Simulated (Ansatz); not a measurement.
InAsF₆, space group R-3, a band structure

With the Ansatz DFT code, driven from Python.

`inasf6.vasp`
```text
InAsF6
1.0
   3.81933789    2.20509576    2.61993508
  -3.81933789    2.20509576    2.61993508
   0.00000000   -4.41019152    2.61993508
In As F
1 1 6
Direct
   0.00000000    0.00000000    0.00000000
   0.50000000    0.50000000    0.50000000
   0.29719200    0.58227300    0.22433800
   0.58227300    0.22433800    0.29719200
   0.77566200    0.70280800    0.41772700
   0.41772700    0.77566200    0.70280800
   0.70280800    0.41772700    0.77566200
   0.22433800    0.29719200    0.58227300
```

Typed at the interpreter:
```pycon
>>> from collections import Counter
>>> import json
>>> import ansatz as az
>>> from ase.io import read
>>> import numpy as np
>>> from pymatgen.core import Structure
>>> from scipy.ndimage import map_coordinates
>>> FUNCTIONAL = 'PBE'
>>> MESH = (4, 4, 4)
>>> SMEARING = 'Fixed'
>>> N_EMPTY = 6
>>> atoms = read('inasf6.vasp', format='vasp')
>>> structure = az.Crystal.from_ase(atoms)
>>> # vertices of the path, as fractions of the reciprocal vectors
>>> path = [
...     ('G', (0.0, 0.0, 0.0)),
...     ('L', (0.5, 0.0, 0.0)),
...     ('T', (0.5, -0.5, 0.5)),
...     ('P_0', (0.40194, -0.59806, 0.40194)),
... ]
>>> base = (
...     structure.calculation()
...     .functional(FUNCTIONAL)
...     .pseudopotentials('paw')
...     .kpoints(*MESH, center='gamma')
...     .occupations(SMEARING)
...     .band_structure([point for _, point in path], intervals=10)
...     .scf(extra_bands=N_EMPTY)
...     .band_table()
...     .density()
... )
>>> out = base.run(events_out='events.ndjson')
DeckWarning: basis.ecutwfc = 420 eV, auto-derived from the records' recommended cutoffs: set by In (normal level)
>>> report = out.report
>>> report['n_electrons']
70.0
>>> with open('events.ndjson') as stream:
...     kinds = Counter(json.loads(line)['event'] for line in stream)
...
>>> print('events:', {kind: kinds[kind] for kind in ('scf_iter', 'scf_done', 'notice', 'finished')})
events: {'scf_iter': 7, 'scf_done': 1, 'notice': 2, 'finished': 1}
>>> print(f'free energy      {report["free_energy_ev"]:.5f} eV')
free energy      -15304.17933 eV
>>> print(f'per atom         {report["free_energy_ev"] / len(out.lattice.sites):.5f} eV')
per atom         -1913.02242 eV
>>> print(f'SCF iterations   {report["n_iterations"]}  (converged: {report["converged"]})')
SCF iterations   7  (converged: True)
>>> gap = None if 'band_edges_ev' not in report else report['band_edges_ev'][1] - report['band_edges_ev'][0]
>>> print('gap on the k mesh:', 'withheld (metal, or smearing too wide to tell)' if gap is None else f'{gap:.3f} eV')
gap on the k mesh: 3.422 eV
>>> print('lowest empty less highest filled band, by band count:', round(report['gap_by_band_count_ev'], 3), 'eV')
lowest empty less highest filled band, by band count: 3.422 eV
>>> final = Structure(out.lattice.cell_ang, [s.symbol for s in out.lattice.sites], [s.position_frac for s in out.lattice.sites])
>>> # the grid holds the pseudo-density, which differs from the true one inside the cores
>>> rho = out.density()
>>> total = sum(channel.density_e_per_ang3 for channel in rho.channels[:2])
>>> grid_cell = np.asarray(rho.fft_grid_basis) @ out.lattice.cell_ang
>>> partner = min(final.get_neighbors(final[0], 5.0), key=lambda n: n.nn_distance)
>>> line = np.linspace(final[0].coords, partner.coords, 11)
>>> points = (line @ np.linalg.inv(grid_cell)) * rho.dims
>>> values = map_coordinates(total, points.T, order=3, mode='grid-wrap')
>>> print(f'from {final[0].specie} to {partner.specie}, {partner.nn_distance:.3f} A')
from In to F, 3.017 A
>>> for t, value in zip(np.linspace(0, partner.nn_distance, 11), values):
...     print(f'{t:7.3f} A  {value:9.4f} e/A^3')
...
  0.000 A    12.8375 e/A^3
  0.302 A     8.8702 e/A^3
  0.603 A     3.2752 e/A^3
  0.905 A     0.7586 e/A^3
  1.207 A     0.2041 e/A^3
  1.509 A     0.0816 e/A^3
  1.810 A     0.0927 e/A^3
  2.112 A     0.3408 e/A^3
  2.414 A     1.8839 e/A^3
  2.716 A     8.5245 e/A^3
  3.017 A    14.0525 e/A^3
>>> bands = out.band_structure()
>>> fermi = bands.fermi_energy_ev
>>> print(f'zero of the bands: {fermi:.3f} eV, the Fermi level found on the SCF mesh')
zero of the bands: 1.828 eV, the Fermi level found on the SCF mesh
>>> for spin, channel in enumerate(bands.channels):
...     print('channel', spin, '- computed levels within 8 eV of the Fermi level')
...     for i, (label, _) in enumerate(path):
...         levels = channel.eigenvalues_ev[i * 10] - fermi
...         print(f'  {label:3s}', ' '.join(f'{e:7.3f}' for e in levels if abs(e) < 8))
...
channel 0 - computed levels within 8 eV of the Fermi level
  G    -5.990  -5.990  -5.961  -3.986  -3.986  -3.692  -3.422  -3.422  -2.787  -2.787  -2.711  -2.579  -2.265  -2.265  -1.982  -1.982  -1.761  -0.962   4.158   6.013   6.589   6.589
  L    -6.097  -6.007  -5.934  -4.030  -3.859  -3.643  -3.523  -3.385  -3.309  -2.723  -2.649  -2.550  -2.440  -2.264  -2.026  -1.853  -1.763  -0.128   3.422   5.868   6.678   6.842
  T    -6.216  -5.844  -5.844  -4.119  -3.872  -3.872  -3.332  -3.332  -3.012  -2.976  -2.976  -2.474  -2.474  -2.251  -1.969  -1.832  -1.832  -0.094   4.017   5.889   5.889   6.165
  P_0  -6.201  -5.892  -5.892  -4.136  -3.812  -3.812  -3.422  -3.422  -2.961  -2.861  -2.861  -2.500  -2.500  -2.323  -1.918  -1.836  -1.836  -0.140   4.078   5.888   5.888   6.049
```

Caveats:
- Absolute energies stand on the zero of these potentials, so only differences at equal settings mean something.
- Semilocal gaps usually lie well under measured ones.
- With fixed filling the reported Fermi level is the top filled level among the k-points of the SCF.
- The fields are valence quantities on the plane-wave grid; their values near the nuclei depend on the potentials.
- This cell is a computed structure, which may not be the phase found in nature.
- Levels are Kohn-Sham eigenvalues on this mesh, without spin-orbit coupling.
- Warnings are shown shortened and without file and line.
- Run time: 8.9 s on 1 thread of Arm Neoverse V1 (shared host), peak memory 0.5 GiB.

(Lines on the test bed's own set-up are left out of the output.)
